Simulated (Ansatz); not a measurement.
# C3H6FNSi: basis-set convergence

Aim: see how fast density functionals converge with the basis set for C3H6FNSi.

Method: one geometry, several basis sets; program: Ansatz 0.2.0, Gaussian basis.

Plan: PBE0-D4/def2-SVP; ωB97M-V/def2-SVP; PBE0-D4/def2-QZVPP; ωB97M-V/def2-QZVPP; the functionals' def2-TZVPP values are taken from earlier runs.

### Step 1. The geometry

The geometry comes from an earlier relaxation with PBE0-D4 in a triple-zeta def2 set; it is a stationary point, not always the lowest conformer.

SMILES `C[Si](C)(F)C#N`, 12 atoms, charge 0, spin multiplicity 1.

Atoms are counted from 1 here; the program's logs count them from 0.

Bond lengths: C1–Si2 1.845 Å, C1–H7 1.093 Å, C1–H8 1.092 Å, C1–H9 1.093 Å, Si2–C3 1.845 Å, Si2–F4 1.597 Å, Si2–C5 1.860 Å, C3–H10 1.092 Å, C3–H11 1.093 Å, C3–H12 1.093 Å, C5–N6 1.152 Å. Angles: Si2–C1–H7 110.6°, Si2–C1–H8 110.8°, Si2–C1–H9 110.5°, H7–C1–H8 108.4°, H7–C1–H9 108.3°, H8–C1–H9 108.2°, C1–Si2–C3 115.5°, C1–Si2–F4 109.6°, C1–Si2–C5 108.1°, C3–Si2–F4 109.6°, C3–Si2–C5 108.1°, F4–Si2–C5 105.4°, Si2–C3–H10 110.8°, Si2–C3–H11 110.6°, Si2–C3–H12 110.5°, H10–C3–H11 108.4°, H10–C3–H12 108.2°, H11–C3–H12 108.3° and more.

Coordinates:

```xyz
12

C    -1.2510   -0.5731    0.9392
Si   -0.1870   -0.0053   -0.4573
C     1.6178   -0.3390   -0.2673
F    -0.7095   -0.6451   -1.8236
C    -0.4186    1.8305   -0.6515
N    -0.5424    2.9732   -0.7240
H    -1.1589   -1.6531    1.0782
H    -2.3000   -0.3379    0.7479
H    -0.9557   -0.0814    1.8695
H     2.1732    0.0279   -1.1329
H     1.8020   -1.4115   -0.1680
H     2.0073    0.1596    0.6237
```

### Step 2. PBE0-D4 in def2-SVP

The input, in.yaml:

```yaml
crystal:
  periodic: [false, false, false]
  atoms:
    - {symbol: C, position_ang: [-1.250998, -0.573096, 0.939219]}
    - {symbol: Si, position_ang: [-0.187024, -0.005299, -0.457286]}
    - {symbol: C, position_ang: [1.617772, -0.338975, -0.267341]}
    - {symbol: F, position_ang: [-0.709470, -0.645063, -1.823579]}
    - {symbol: C, position_ang: [-0.418624, 1.830460, -0.651546]}
    - {symbol: N, position_ang: [-0.542409, 2.973248, -0.723983]}
    - {symbol: H, position_ang: [-1.158898, -1.653110, 1.078212]}
    - {symbol: H, position_ang: [-2.299991, -0.337918, 0.747933]}
    - {symbol: H, position_ang: [-0.955728, -0.081448, 1.869521]}
    - {symbol: H, position_ang: [2.173150, 0.027912, -1.132922]}
    - {symbol: H, position_ang: [1.802048, -1.411543, -0.167975]}
    - {symbol: H, position_ang: [2.007272, 0.159631, 0.623749]}
basis:
  gaussian: {orbitals: def2-SVP}
hamiltonian: {xc: pbe0, dispersion: d4}
output: {orbitals: {seedname: orbitals}}
```

Run with:

```sh
$ ansatz run in.yaml --threads 4 --pin off --events-out ev --progress --plain --max-ram 10444MiB
```

After this run come: ωB97M-V in def2-SVP; PBE0-D4 in def2-QZVPP; ωB97M-V in def2-QZVPP.

**Question.** What will the summary of the whole plan be? Wanted: PBE0-D4: double and triple zeta above quadruple; ωB97M-V: double and triple zeta above quadruple.

**Answer**, as computed:

| quantity | value |
| --- | --- |
| PBE0-D4: double and triple zeta above quadruple | 12.37, 0.68 eV |
| ωB97M-V: double and triple zeta above quadruple | 12.66, 0.63 eV |

PBE0-D4 gains 11.70 eV from double to triple zeta, then 0.68 eV more. These are total energies; as a rule much of such shifts cancels in differences, which this series doesn't test. The LUMO of ωB97M-V is positive and keeps falling with the basis (1.86 to 1.31 eV): an unbound level that the basis holds in place.
